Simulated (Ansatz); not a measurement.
**Ta: a stretch of c alone**

A series on Ta: a stretch of c alone, -6 to +6 %; the rest of the cell is held and the atoms relax. Wanted: energy, stress and any gap along the series.

Computed with Ansatz 0.2.0 (DFT r2SCAN, scalar-relativistic, plane waves, PAW, unless a step's input says otherwise).

2 further runs of the same task are left out: 2 set aside as unsound or not needed.

### Step 1. The system as given

Symmetry: Im-3m, No. 229, cubic system. The conventional cell has a = 3.305 Å, b = 3.305 Å, c = 3.305 Å, α = 90.00°, β = 90.00°, γ = 90.00°. Ta (site symmetry m-3m) has 8 Ta at 2.86 Å in its first shell of neighbours.

Structure file:

```cif
data_structure
_symmetry_space_group_name_H-M 'Im-3m'
_symmetry_Int_Tables_number 229
_cell_length_a 3.3047
_cell_length_b 3.3047
_cell_length_c 3.3047
_cell_angle_alpha 90.000
_cell_angle_beta 90.000
_cell_angle_gamma 90.000
_cell_volume 36.09
loop_
_atom_site_label
_atom_site_type_symbol
_atom_site_symmetry_multiplicity
_atom_site_Wyckoff_symbol
_atom_site_fract_x
_atom_site_fract_y
_atom_site_fract_z
_atom_site_occupancy
Ta1 Ta 2 a 0.00000 0.00000 0.00000 1
```

It goes back to an entry of the Materials Project.

The unstrained cell comes from an earlier run at this level (2 atoms, E(σ→0) -19888.6352 eV, gap none (metal)).

### Step 2. The cell strained by -2.0 %

File input.yaml:

```yaml
crystal:
  lattice:
    - [3.3046647258, 0.0, 0.0]
    - [0.0, 3.3046647258, 0.0]
    - [0.0, 0.0, 3.2385714313]
  atoms:
    - { symbol: Ta, position: [0.0, 0.0, 0.0] }
    - { symbol: Ta, position: [0.5, 0.5, 0.5] }
basis:
  ecutwfc: 500
kpoints:
  mp_grid: { grid: [16, 16, 16] }
hamiltonian:
  xc: r2scan
scf:
  occupations: { method: gaussian, width: 0.1 }
output:
  forces: true
  stress: true
  eigenvalues: true
```

The run is started by

```
ansatz run input.yaml --threads 1 --pin off --max-ram 2560MiB --backend cpu --events-out ev --progress --plain --runs-dir out
```

The program printed (excerpt; [...] marks lines left out):

```text
Warning: RAYON_NUM_THREADS=1 ignored (pool sized by the plan → 1); use --threads N
[...]
Pseudopotentials: kind: paw
Pseudopotential: Ta, paw, valence charge 13, recommended cutoff 500 eV (meta_gga), Ta.paw.azcp
Functional definition: r2SCAN
[...]
Crystal: 2 atoms, lattice volume = 35.368 Å³
Basis set: ecut = 500 eV, 907 PW (Γ), exchange–correlation on 100×100×96 points (64 copies of the dense FFT grid, shifted against one another)
Bands: 17, of which v1, the nominal top of the filled ones, is band 13 counted from 1 (12 counted from 0)
Symmetry: 32 space group operations
Space group: I4/mmm (ITA 139), of the structure as read, at distance tolerance 3.3e-5 Å
k-points: 405 of 4096
[...]
SCF iter   1: F=—  HF=-19888.589326 eV  |F-HF|=—  |Δ(HF+E_count)|=         —  Δρ=6.16e-3  dr2=3.46e-3  dr2_τ=3.29e-2  ethr=1.77e-3  ⟨swp⟩=5.3  Hψ=33750  notcnv=0
[...]
SCF iter   6: F=-19888.629025 eV  HF=-19888.629025 eV  |F-HF|=1.30e-8  |Δ(HF+E_count)|=   9.68e-9  Δρ=1.04e-5  dr2=1.79e-8  dr2_τ=3.75e-9  ethr=3.85e-10  ⟨swp⟩=5.5  Hψ=26617  notcnv=0
[...]
SCF converged after 6 iterations
Free energy (F): -19888.629025 eV
[...]
E sigma→0 (E₀):  -19888.622526 eV
Entropy (-TS):   -0.012998 eV (-6.499 meV/atom)
Fermi energy:    18.867302 eV
[...]
--- Forces (eV/Å), atoms counted from 1 ---
  atom   1  Ta    -0.00000000    -0.00000000     0.00000000
  atom   2  Ta     0.00000000    -0.00000000     0.00000000
[...]
--- Stress (GPa, compression-positive) ---
        3.694090      -0.000000       0.000000
        0.000000       3.694090       0.000000
        0.000000       0.000000       5.886307
  P = ⅓ Tr σ = 4.4248 GPa (44.248 kbar)
--- Band table (eV; the first three rows and the last of 405) ---
  k-point 0: bands = ["-49.9777", "-49.7394", "-16.1391", "-16.1391", "-16.0836", "-15.2179", "-15.2179", "-15.2143", "10.5129", "14.7861", "14.8427", "19.5295", "19.8162", "19.8162", "23.0652", "23.4579", "26.1155"]
[...]
```

It took 51 s on 1 thread of AMD EPYC (Zen 3), shared host; peak memory 0.59 GiB.

The cell is held at each strain. Atoms start from the nearest strain of the same sign that is done. Symmetry fixes all atoms here, so a single point is enough.

### Step 3. The cell strained by +2.0 %

input.yaml: that of step 2 with these lines changed.

```diff
@@ -4,3 +4,3 @@
     - [0.0, 3.3046647258, 0.0]
-    - [0.0, 0.0, 3.2385714313]
+    - [0.0, 0.0, 3.3707580203]
   atoms:
```

The run is started by

```
ansatz run input.yaml --threads 1 --pin off --max-ram 2560MiB --backend cpu --events-out ev --progress --plain --runs-dir out
```

The program printed (excerpt; [...] marks lines left out):

```text
Warning: RAYON_NUM_THREADS=1 ignored (pool sized by the plan → 1); use --threads N
[...]
[... 3 set-up lines as earlier in the session ...]
[...]
Crystal: 2 atoms, lattice volume = 36.811 Å³
Basis set: ecut = 500 eV, 933 PW (Γ), exchange–correlation on 100×100×100 points (64 copies of the dense FFT grid, shifted against one another)
Bands: 17, of which v1, the nominal top of the filled ones, is band 13 counted from 1 (12 counted from 0)
[... 2 set-up lines as earlier in the session ...]
k-points: 405 of 4096
[...]
SCF iter   1: F=—  HF=-19888.597581 eV  |F-HF|=—  |Δ(HF+E_count)|=         —  Δρ=6.03e-3  dr2=3.56e-3  dr2_τ=2.92e-2  ethr=1.77e-3  ⟨swp⟩=5.3  Hψ=33277  notcnv=0
[...]
SCF iter   6: F=-19888.631704 eV  HF=-19888.631704 eV  |F-HF|=1.35e-8  |Δ(HF+E_count)|=   1.22e-7  Δρ=1.06e-5  dr2=1.84e-8  dr2_τ=4.40e-9  ethr=3.85e-10  ⟨swp⟩=5.9  Hψ=28330  notcnv=0
[...]
SCF converged after 6 iterations
Free energy (F): -19888.631704 eV
[...]
E sigma→0 (E₀):  -19888.625022 eV
Entropy (-TS):   -0.013364 eV (-6.682 meV/atom)
Fermi energy:    18.022810 eV
[...]
--- Forces (eV/Å), atoms counted from 1 ---
  atom   1  Ta     0.00000000     0.00000000     0.00000000
  atom   2  Ta     0.00000000     0.00000000    -0.00000000
[...]
--- Stress (GPa, compression-positive) ---
       -3.036571       0.000000       0.000000
        0.000000      -3.036571       0.000000
        0.000000       0.000000      -4.835202
  P = ⅓ Tr σ = -3.6361 GPa (-36.361 kbar)
--- Band table (eV; the first three rows and the last of 405) ---
  k-point 0: bands = ["-50.9377", "-50.7372", "-17.0598", "-17.0118", "-17.0118", "-16.2309", "-16.2285", "-16.2285", "9.8186", "14.1927", "14.2472", "18.7867", "18.7867", "19.0485", "22.0963", "22.4506", "24.9181"]
[...]
```

It took 58 s on 1 thread of AMD EPYC (Zen 3), shared host; peak memory 0.6 GiB.

### Step 4. Strain -4.0 %

input.yaml: that of step 3 with these lines changed.

```diff
@@ -4,3 +4,3 @@
     - [0.0, 3.3046647258, 0.0]
-    - [0.0, 0.0, 3.3707580203]
+    - [0.0, 0.0, 3.1724781368]
   atoms:
```

The run is started by

```
ansatz run input.yaml --threads 1 --pin off --max-ram 2560MiB --backend cpu --events-out ev --progress --plain --runs-dir out
```

The program printed (excerpt; [...] marks lines left out):

```text
Warning: RAYON_NUM_THREADS=1 ignored (pool sized by the plan → 1); use --threads N
[...]
[... 3 set-up lines as earlier in the session ...]
[...]
Crystal: 2 atoms, lattice volume = 34.646 Å³
Basis set: ecut = 500 eV, 883 PW (Γ), exchange–correlation on 100×100×96 points (64 copies of the dense FFT grid, shifted against one another)
Bands: 17, of which v1, the nominal top of the filled ones, is band 13 counted from 1 (12 counted from 0)
[... 2 set-up lines as earlier in the session ...]
k-points: 405 of 4096
[...]
SCF iter   1: F=—  HF=-19888.544928 eV  |F-HF|=—  |Δ(HF+E_count)|=         —  Δρ=6.29e-3  dr2=3.62e-3  dr2_τ=3.54e-2  ethr=1.77e-3  ⟨swp⟩=5.3  Hψ=33995  notcnv=0
[...]
SCF iter   6: F=-19888.587782 eV  HF=-19888.587782 eV  |F-HF|=1.49e-8  |Δ(HF+E_count)|=   5.39e-8  Δρ=1.06e-5  dr2=1.80e-8  dr2_τ=2.68e-9  ethr=3.85e-10  ⟨swp⟩=5.7  Hψ=26994  notcnv=0
[...]
SCF converged after 6 iterations
Free energy (F): -19888.587782 eV
[...]
E sigma→0 (E₀):  -19888.581234 eV
Entropy (-TS):   -0.013097 eV (-6.549 meV/atom)
Fermi energy:    19.317087 eV
[...]
--- Forces (eV/Å), atoms counted from 1 ---
  atom   1  Ta     0.00000000     0.00000000     0.00000000
  atom   2  Ta     0.00000000    -0.00000000     0.00000000
[...]
--- Stress (GPa, compression-positive) ---
        7.600969       0.000000       0.000000
        0.000000       7.600969       0.000000
        0.000000       0.000000      12.454498
  P = ⅓ Tr σ = 9.2188 GPa (92.188 kbar)
--- Band table (eV; the first three rows and the last of 405) ---
  k-point 0: bands = ["-49.4737", "-49.2144", "-15.6828", "-15.6828", "-15.5629", "-14.6851", "-14.6851", "-14.6763", "10.8852", "15.0707", "15.1861", "19.7799", "20.3806", "20.3806", "23.3564", "24.1816", "26.7153"]
[...]
```

Wall time 54 s (1 thread of AMD EPYC (Zen 3), shared host); peak memory 0.58 GiB.

### Step 5. The cell strained by +4.0 %

input.yaml: that of step 4 with these lines changed.

```diff
@@ -4,3 +4,3 @@
     - [0.0, 3.3046647258, 0.0]
-    - [0.0, 0.0, 3.1724781368]
+    - [0.0, 0.0, 3.4368513148]
   atoms:
@@ -20 +20,5 @@
   eigenvalues: true
+  write_density: true
+  write_potential: true
+  elf: true
+  volumetric_format: npy
```

The run is started by

```
ansatz run input.yaml --threads 1 --pin off --max-ram 2560MiB --backend cpu --events-out ev --progress --plain --runs-dir out
```

The program printed (excerpt; [...] marks lines left out):

```text
Warning: RAYON_NUM_THREADS=1 ignored (pool sized by the plan → 1); use --threads N
[...]
[... 3 set-up lines as earlier in the session ...]
[...]
Crystal: 2 atoms, lattice volume = 37.533 Å³
Basis set: ecut = 500 eV, 957 PW (Γ), exchange–correlation on 100×100×108 points (64 copies of the dense FFT grid, shifted against one another)
Bands: 17, of which v1, the nominal top of the filled ones, is band 13 counted from 1 (12 counted from 0)
[... 2 set-up lines as earlier in the session ...]
k-points: 405 of 4096
[...]
SCF iter   1: F=—  HF=-19888.567761 eV  |F-HF|=—  |Δ(HF+E_count)|=         —  Δρ=5.96e-3  dr2=3.52e-3  dr2_τ=2.78e-2  ethr=1.77e-3  ⟨swp⟩=5.3  Hψ=33213  notcnv=0
[...]
SCF iter   6: F=-19888.599136 eV  HF=-19888.599136 eV  |F-HF|=1.85e-8  |Δ(HF+E_count)|=   3.52e-8  Δρ=1.17e-5  dr2=2.20e-8  dr2_τ=4.91e-9  ethr=3.85e-10  ⟨swp⟩=9.3  Hψ=42452  notcnv=0
[...]
SCF converged after 6 iterations
Free energy (F): -19888.599136 eV
[...]
E sigma→0 (E₀):  -19888.592840 eV
Entropy (-TS):   -0.012591 eV (-6.296 meV/atom)
Fermi energy:    17.630522 eV
[...]
--- Forces (eV/Å), atoms counted from 1 ---
  atom   1  Ta     0.00000000    -0.00000000    -0.00000000
  atom   2  Ta     0.00000000    -0.00000000    -0.00000000
[...]
--- Stress (GPa, compression-positive) ---
       -5.946846       0.000000       0.000000
        0.000000      -5.946846      -0.000000
        0.000000      -0.000000      -9.533235
  P = ⅓ Tr σ = -7.1423 GPa (-71.423 kbar)
--- Band table (eV; the first three rows and the last of 405) ---
  k-point 0: bands = ["-51.3911", "-51.2075", "-17.5157", "-17.4258", "-17.4258", "-16.7091", "-16.7041", "-16.7041", "9.4942", "13.8852", "13.9932", "18.3177", "18.3177", "18.8181", "21.4587", "22.1294", "24.3254"]
[...]
```

It took 73 s on 1 thread of AMD EPYC (Zen 3), shared host; peak memory 0.59 GiB.

Density in a lattice plane of the grid's cell (edges 3.30 and 3.44 Å, at 0.000 of the third edge), which holds Ta.

Ten even steps from '0' (0.21 e/Å³) to '9' (4.40 e/Å³):
```
899975210000000001257999
999864200000000000246899
887642100000000000124678
554321000000000000012345
221100000000000000000112
000000000000000000000000
000000000000000000000000
000000000000000000000000
000000000000000000000000
000000000000000000000000
000000000000000000000000
000000000000000000000000
000000000000000000000000
000000000000000000000000
221100000000000000000112
554321000000000000012345
887642100000000000124678
999864200000000000246899
899975210000000001257999
689985310000000001358998
```
Columns run along the first of these edges and rows up along the second, over one cell in 24 and 20 even steps from the bottom left corner. Atoms in the plane (fractional): Ta at (0.00, 0.00).

ELF in the same plane.

Ten even steps from '0' (0.00) to '9' (0.71):
```
135898632235553223689853
578998522346664322589987
999986423456765432468999
888764323567776532346788
555433335678887653333455
222223456777877765432222
122234567777777776543222
334456677776667777665443
556677777766666777777665
666777777666666677777766
556677777766666777777665
334456677776667777665443
122234567777777776543222
222223456777877765432222
555433335678887653333455
888764323567776532346788
999986423456765432468999
578998522346664322589987
135898632235553223689853
013798632235553223689731
```
Columns run along the first of these edges and rows up along the second, over one cell in 24 and 20 even steps from the bottom left corner. Atoms in the plane (fractional): Ta at (0.00, 0.00).

Both are smooth fields of the valence electrons: close to the nuclei they are not physical.

Outside the cores ELF peaks at 0.58 between the atoms, 1.8 Å from Ta.

### Step 6. Strain -6.0 %

input.yaml: that of step 5 with these lines changed.

```diff
@@ -4,3 +4,3 @@
     - [0.0, 3.3046647258, 0.0]
-    - [0.0, 0.0, 3.4368513148]
+    - [0.0, 0.0, 3.1063848423]
   atoms:
```

The run is started by

```
ansatz run input.yaml --threads 1 --pin off --max-ram 2560MiB --backend cpu --events-out ev --progress --plain --runs-dir out
```

The program printed (excerpt; [...] marks lines left out):

```text
Warning: RAYON_NUM_THREADS=1 ignored (pool sized by the plan → 1); use --threads N
[...]
[... 3 set-up lines as earlier in the session ...]
[...]
Crystal: 2 atoms, lattice volume = 33.924 Å³
Basis set: ecut = 500 eV, 875 PW (Γ), exchange–correlation on 100×100×96 points (64 copies of the dense FFT grid, shifted against one another)
Bands: 17, of which v1, the nominal top of the filled ones, is band 13 counted from 1 (12 counted from 0)
[... 1 set-up line as earlier in the session ...]
Space group: I4/mmm (ITA 139), of the structure as read, at distance tolerance 3.2e-5 Å
k-points: 405 of 4096
[...]
SCF iter   1: F=—  HF=-19888.470239 eV  |F-HF|=—  |Δ(HF+E_count)|=         —  Δρ=6.58e-3  dr2=4.19e-3  dr2_τ=3.83e-2  ethr=1.77e-3  ⟨swp⟩=5.4  Hψ=34018  notcnv=0
[...]
SCF iter   6: F=-19888.516485 eV  HF=-19888.516485 eV  |F-HF|=9.54e-9  |Δ(HF+E_count)|=   1.29e-7  Δρ=8.15e-6  dr2=1.00e-8  dr2_τ=9.50e-10  ethr=3.85e-10  ⟨swp⟩=9.9  Hψ=42529  notcnv=0
[...]
SCF converged after 6 iterations
Free energy (F): -19888.516485 eV
[...]
E sigma→0 (E₀):  -19888.510375 eV
Entropy (-TS):   -0.012220 eV (-6.110 meV/atom)
Fermi energy:    19.797852 eV
[...]
--- Forces (eV/Å), atoms counted from 1 ---
  atom   1  Ta     0.00000000    -0.00000000    -0.00000000
  atom   2  Ta     0.00000000    -0.00000000    -0.00000000
[...]
--- Stress (GPa, compression-positive) ---
       12.162707      -0.000000       0.000000
       -0.000000      12.162707      -0.000000
        0.000000      -0.000000      19.336147
  P = ⅓ Tr σ = 14.5539 GPa (145.539 kbar)
--- Band table (eV; the first three rows and the last of 405) ---
  k-point 0: bands = ["-48.9533", "-48.6712", "-15.2121", "-15.2121", "-15.0198", "-14.1325", "-14.1325", "-14.1178", "11.2763", "15.3667", "15.5418", "20.0372", "20.9824", "20.9824", "23.6357", "24.9358", "27.3421"]
[...]
```

Run time: 64 s. Hardware: 1 thread of AMD EPYC (Zen 3), shared host; peak memory 0.57 GiB.

Density in a lattice plane of the grid's cell (edges 3.30 and 3.11 Å, at 0.000 of the third edge), which holds Ta.

Ten even steps from '0' (0.24 e/Å³) to '9' (4.40 e/Å³):
```
899975200000000000257999
999864200000000000246899
887642100000000000124678
554321000000000000012345
221100000000000000000112
000000000000000000000000
000000000000000000000000
000000000000000000000000
000000000000000000000000
000000000000000000000000
000000000000000000000000
000000000000000000000000
221100000000000000000112
554321000000000000012345
887642100000000000124678
999864200000000000246899
899975200000000000257999
689985310000000001358998
```
Columns run along the first of these edges and rows up along the second, over one cell in 24 and 18 even steps from the bottom left corner. Atoms in the plane (fractional): Ta at (0.00, 0.00).

ELF in the same plane.

Values, 12 rows by 12 columns:
```
0.25 0.50 0.70 0.42 0.17 0.31 0.45 0.31 0.17 0.42 0.70 0.50
0.65 0.69 0.61 0.29 0.21 0.40 0.51 0.40 0.21 0.29 0.61 0.69
0.57 0.50 0.32 0.21 0.32 0.49 0.54 0.49 0.32 0.21 0.32 0.50
0.21 0.20 0.22 0.32 0.45 0.51 0.52 0.51 0.45 0.32 0.22 0.20
0.23 0.27 0.38 0.50 0.53 0.50 0.48 0.50 0.53 0.50 0.38 0.27
0.36 0.42 0.51 0.57 0.55 0.49 0.46 0.49 0.55 0.57 0.51 0.42
0.23 0.27 0.38 0.50 0.53 0.50 0.48 0.50 0.53 0.50 0.38 0.27
0.21 0.20 0.22 0.32 0.45 0.51 0.52 0.51 0.45 0.32 0.22 0.20
0.57 0.50 0.32 0.21 0.32 0.49 0.54 0.49 0.32 0.21 0.32 0.50
0.65 0.69 0.61 0.29 0.21 0.40 0.51 0.40 0.21 0.29 0.61 0.69
0.25 0.50 0.70 0.42 0.17 0.31 0.45 0.31 0.17 0.42 0.70 0.50
0.00 0.28 0.68 0.47 0.16 0.27 0.42 0.27 0.16 0.47 0.68 0.28
```
Columns run along the first of these edges and rows up along the second, over one cell in 12 and 12 even steps from the bottom left corner. Atoms in the plane (fractional): Ta at (0.00, 0.00).

Both are smooth fields of the valence electrons: close to the nuclei they are not physical.

Maxima of ELF outside the ion cores: 0.58 between the atoms, 1.8 Å from Ta.

### Step 7. Strain +6.0 %

input.yaml: that of step 6 with these lines changed.

```diff
@@ -4,3 +4,3 @@
     - [0.0, 3.3046647258, 0.0]
-    - [0.0, 0.0, 3.1063848423]
+    - [0.0, 0.0, 3.5029446094]
   atoms:
@@ -20,5 +20 @@
   eigenvalues: true
-  write_density: true
-  write_potential: true
-  elf: true
-  volumetric_format: npy
```

The run is started by

```
ansatz run input.yaml --threads 1 --pin off --max-ram 2560MiB --backend cpu --events-out ev --progress --plain --runs-dir out
```

The program printed (excerpt; [...] marks lines left out):

```text
Warning: RAYON_NUM_THREADS=1 ignored (pool sized by the plan → 1); use --threads N
[...]
[... 3 set-up lines as earlier in the session ...]
[...]
Crystal: 2 atoms, lattice volume = 38.255 Å³
Basis set: ecut = 500 eV, 965 PW (Γ), exchange–correlation on 100×100×108 points (64 copies of the dense FFT grid, shifted against one another)
Bands: 17, of which v1, the nominal top of the filled ones, is band 13 counted from 1 (12 counted from 0)
[... 1 set-up line as earlier in the session ...]
Space group: I4/mmm (ITA 139), of the structure as read, at distance tolerance 3.4e-5 Å
k-points: 405 of 4096
[...]
SCF iter   1: F=—  HF=-19888.517752 eV  |F-HF|=—  |Δ(HF+E_count)|=         —  Δρ=5.89e-3  dr2=3.48e-3  dr2_τ=2.66e-2  ethr=1.77e-3  ⟨swp⟩=5.3  Hψ=33305  notcnv=0
[...]
SCF iter   6: F=-19888.546673 eV  HF=-19888.546673 eV  |F-HF|=1.68e-8  |Δ(HF+E_count)|=   5.14e-8  Δρ=1.11e-5  dr2=1.96e-8  dr2_τ=4.10e-9  ethr=3.85e-10  ⟨swp⟩=5.5  Hψ=26542  notcnv=0
[...]
SCF converged after 6 iterations
Free energy (F): -19888.546673 eV
[...]
E sigma→0 (E₀):  -19888.540266 eV
Entropy (-TS):   -0.012815 eV (-6.407 meV/atom)
Fermi energy:    17.261333 eV
[...]
--- Forces (eV/Å), atoms counted from 1 ---
  atom   1  Ta     0.00000000    -0.00000000    -0.00000000
  atom   2  Ta     0.00000000    -0.00000000    -0.00000000
[...]
--- Stress (GPa, compression-positive) ---
       -8.543217       0.000000       0.000000
        0.000000      -8.543217      -0.000000
        0.000000      -0.000000     -13.660622
  P = ⅓ Tr σ = -10.2490 GPa (-102.490 kbar)
--- Band table (eV; the first three rows and the last of 405) ---
  k-point 0: bands = ["-51.8313", "-51.6633", "-17.9547", "-17.8287", "-17.8287", "-17.1716", "-17.1644", "-17.1644", "9.1836", "13.5873", "13.7474", "17.8756", "17.8756", "18.5928", "20.8458", "21.7969", "23.7575"]
[...]
```

Wall time 56 s (1 thread of AMD EPYC (Zen 3), shared host); peak memory 0.61 GiB.

### Step 8. All strains together

Lengths are those of the vectors of the cell that was run; stresses in GPa:

```csv
strain (%),ΔE (meV/atom),a (Å),b (Å),c (Å),σxx,σyy,σzz
-6.0,62.4,3.305,3.305,3.106,12.16,12.16,19.34
-4.0,27.0,3.305,3.305,3.172,7.60,7.60,12.45
-2.0,6.3,3.305,3.305,3.239,3.69,3.69,5.89
+0.0,0.0,3.305,3.305,3.305,0.19,0.19,0.19
+2.0,5.1,3.305,3.305,3.371,-3.04,-3.04,-4.84
+4.0,21.2,3.305,3.305,3.437,-5.95,-5.95,-9.53
+6.0,47.5,3.305,3.305,3.503,-8.54,-8.54,-13.66
```

ΔE is over the unstrained cell. Stress in GPa, positive in compression, on the Cartesian axes of the input. 

### Step 9. What came out

| quantity | value |
| --- | --- |
| largest energy cost | 62.4 meV/atom at -6.0 % |
| (1/V) d²E/dε² at zero strain, cubic fit | 272 GPa |

What this shows: The curvature of the energy, 272 GPa, is the elastic constant along c at held a and b. Compression by 6 % costs 62.4 meV/atom and stretching 47.5. On this cell's mesh the unstrained reference holds a stress of up to 0.19 GPa. The runs treat Ta without spin-orbit coupling.
